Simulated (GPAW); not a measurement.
Runs of GPAW 26.7.0 on FeAu. The structure is trigonal, space group R-3m (No. 166). The conventional cell has a = 2.823 Å, b = 2.823 Å, c = 13.408 Å, α = 90.00°, β = 90.00°, γ = 120.00°. Au (site symmetry -3m) has 6 Fe at 2.77 Å and 6 Au at 2.82 Å as nearest neighbours. Around Fe (site symmetry -3m) lie 6 Au at 2.77 Å and 6 Fe at 2.82 Å. The cell comes from a database or a generator and needn't be the stable form of this composition.

```tsv
task	level	potentials or basis	smearing	gap on the mesh (eV)	pressure (GPa)	moment (μB)
single point	RPBE	the program's PAW data sets (release 1.2.1) made for this functional, pw	gaussian 0.02 eV	none	(a)	2.97
single point	PBE	GPAW PAW data sets (gpaw-data 1.2.1), pw	gaussian 0.1 eV	none	0.7	2.92
single point	PBEsol	PAW data sets generated in the run's folder for this functional, pw	gaussian 0.02 eV	none	-6.6	2.93
single point	PBE	GPAW PAW data sets (gpaw-data 1.2.1), pw	fermi-dirac 0.05 eV	none	0.7	2.92
```

Alike in all rows: spin collinear, ferromagnetic start; cell as given; k mesh 11 × 11 × 11; cutoff (eV) 600.

**Question.** Fill in the values left out.

**Answer.** (a) 5.2.

Caveats: with this Au data set, volumes or pressures lay over 1.5 % or 2 GPa off other programs in two to four cells of ten.

A k mesh can miss the band edges, and the runs leave out spin-orbit coupling on Au.

A gap of «none» marks a metal or a gap under the smearing width.

Not every run made on this cell is shown here.
